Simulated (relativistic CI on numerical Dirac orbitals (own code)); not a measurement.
# Nb XXVII (Nb²⁶⁺): levels and lines

What are the lowest levels and the strongest lines of Nb²⁶⁺? One CI run answers it; runs with one setting changed show what the result hangs on.

Program: relativistic CI on numerical Dirac orbitals (own code) version 4. Level of theory: Dirac-Coulomb-Breit CI, KLI orbitals optimised for each configuration, model QED (radiative potential, 1s self-energy scaled to tabulated hydrogen-like ionisation energies). These are calculated values, not measurements, unless marked.

## Step 1: The atom as given

```
ion                       : Nb²⁶⁺ (Nb XXVII)
nuclear charge            : 41
electrons                 : 15
isotope                   : A = 93
first configuration typed : [Ne] 3s2 3p3
```

The outer shells:

first configuration typed
```
[Ne] core
3s [↑↓]
3p [↑ ][↑ ][↑ ]
```

## Step 2: The main run

Settings, as recorded:

```ini
atom Nb  Z=41  charge=26  electrons=15
nucleus A=93  rms_radius_fm=4.3240
hamiltonian dirac-coulomb  breit=on  qed=on  c_scale=1
orbitals kli  potential=per-configuration
slater_scale 1
correlation none
mixing on
configurations
  [Ne] 3s2 3p3
  [Ne] 3s 3p4
  [Ne] 3s2 3p2 3d
  [Ne] 3p5
  [Ne] 3s 3p3 3d
  [Ne] 3p4 3d
  [Ne] 3s 3p2 3d2
  [Ne] 3s2 3p 3d 4p
  [Ne] 3p4 4s
  [Ne] 3s2 3p2 4s
  [Ne] 3s 3p2 3d 4s
  [Ne] 3p4 4p
  [Ne] 3s2 3p2 4p
  [Ne] 3s2 3p2 4d
  [Ne] 3s 3p3 4s
  [Ne] 3p3 3d 4p
  [Ne] 3s2 3p2 4f
  [Ne] 3s 3p3 4p
  [Ne] 3s 3p3 4d
  [Ne] 3s 3p3 4f
  [Ne] 3s2 3p2 5s
  [Ne] 3s2 3p2 5p
  [Ne] 3s2 3p 4s 4p
  [Ne] 3s2 3p2 5d
  [Ne] 3s2 3p2 5f
  [Ne] 3s2 3p2 5g
  [Ne] 3s 3p2 4s2
  [Ne] 3s 3p3 5s
  [Ne] 3s2 3p 3d2
  [Ne] 3s2 3d3
  [Ne] 3s 3p 3d3
  [Ne] 3s2 3d2 4s
  [Ne] 3s2 3d2 4p
  [Ne] 3s2 3d2 4d
  [Ne] 3p3 3d2
  [Ne] 3p2 3d3
  [Ne] 3p2 3d2 4s
  [Ne] 3p2 3d2 4p
  [Ne] 3p2 3d2 4d
  [Ne] 3s2 3p 3d 4s
  [Ne] 3s 3p 3d2 4s
  [Ne] 3s2 3d 4s2
  [Ne] 3s2 3d 4s 4p
  [Ne] 3s2 3d 4s 4d
  [Ne] 3s 3p2 3d 4p
  [Ne] 3s 3p 3d2 4p
  [Ne] 3s 3p 3d 4s 4p
  [Ne] 3s 3p 3d 4p2
  [Ne] 3s 3p 3d 4p 4d
  [Ne] 3p3 3d 4s
  [Ne] 3p2 3d 4s2
  [Ne] 3p2 3d 4s 4p
  [Ne] 3p2 3d 4s 4d
  [Ne] 3s2 3p 4s2
  [Ne] 3s 3p 3d 4s2
  [Ne] 3s2 4s2 4p
  [Ne] 3s2 4s2 4d
  [Ne] 3s2 3p 4p2
  [Ne] 3s2 3d 4p2
  [Ne] 3s2 4s 4p2
  [Ne] 3s2 4p3
  [Ne] 3s2 4p2 4d
  [Ne] 3s 3p2 4s 4p
  [Ne] 3s 3p 4s2 4p
  [Ne] 3s 3p 4s 4p2
  [Ne] 3s 3p 4s 4p 4d
end
```

The run is started by

```console
$ python run_levels.py task.json out
```

The settings of every run stand in task.json; they run in order.

## Step 3: Correlation estimate p86

Settings: those of step 2 with these lines changed.

```diff
@@ -5,3 +5,3 @@
 slater_scale 1
-correlation none
+correlation p86
 mixing on
```

## Step 4: Without the Breit term

Settings: those of step 3 with these lines changed.

```diff
@@ -2,6 +2,6 @@
 nucleus A=93  rms_radius_fm=4.3240
-hamiltonian dirac-coulomb  breit=on  qed=on  c_scale=1
+hamiltonian dirac-coulomb  breit=off  qed=on  c_scale=1
 orbitals kli  potential=per-configuration
 slater_scale 1
-correlation p86
+correlation none
 mixing on
```

## Step 5: The first configuration alone

Settings, as recorded:

```ini
atom Nb  Z=41  charge=26  electrons=15
nucleus A=93  rms_radius_fm=4.3240
hamiltonian dirac-coulomb  breit=on  qed=on  c_scale=1
orbitals kli  potential=per-configuration
slater_scale 1
correlation none
mixing on
configurations
  [Ne] 3s2 3p3
end
```

(Steps that only read results are left out.)

What does the calculation give? Wanted: lowest level; first excitation; lowest level of the other parity; fastest E1 line; ionisation energy.

The runs gave:

| run | time | mean size of shift, levels followed (cm⁻¹) | lowest level | ionisation energy (eV) |
| --- | --- | --- | --- | --- |
| main run | 11 s | 0 | 3p3 [3p3/2] J=3/2° | 1355.2 |
| correlation estimate p86 | 12 s | 1155 | 3p3 [3p3/2] J=3/2° | 1356.8 |
| without the Breit term | 9 s | 2723 | 3p3 [3p3/2] J=3/2° | 1355.8 |
| the first configuration alone | 0.051 s | 5177 | 3p3 [3p3/2] J=3/2° | - |

The semi-empirical ionisation energy (NIST) is 1368 eV.

| quantity | value |
| --- | --- |
| lowest level | 3p3 [3p3/2] J=3/2° |
| first excitation | 3p3 [3p1/2 3p3/2^2] J=3/2°, 138730 cm⁻¹ |
| lowest level of the other parity | 3s 3p4 4P5/2, 680849 cm⁻¹ |
| levels in the model | 7833 |
| fastest E1 line (by rate) to the lowest level among the lowest 400 of 7833 levels | 8.723 nm, from 3p2 3d 4P5/2 |
| ionisation energy | 1355.2 eV |
| ionisation energy, semi-empirical (NIST) | 1368 eV |

**Reading.** The lowest level is 3p3 [3p3/2] J=3/2°, 50 % pure in LS and 89 % in jj coupling; over the low levels the means are 59 and 76 %, so jj coupling describes them better. The ionisation energy from the two ground configurations alone is 0.94 % below the semi-empirical value. Of the changes tried, the run «the first configuration alone» moves the low levels most, by 5177 cm⁻¹ on average. Lifetimes count radiative decay inside the model alone.
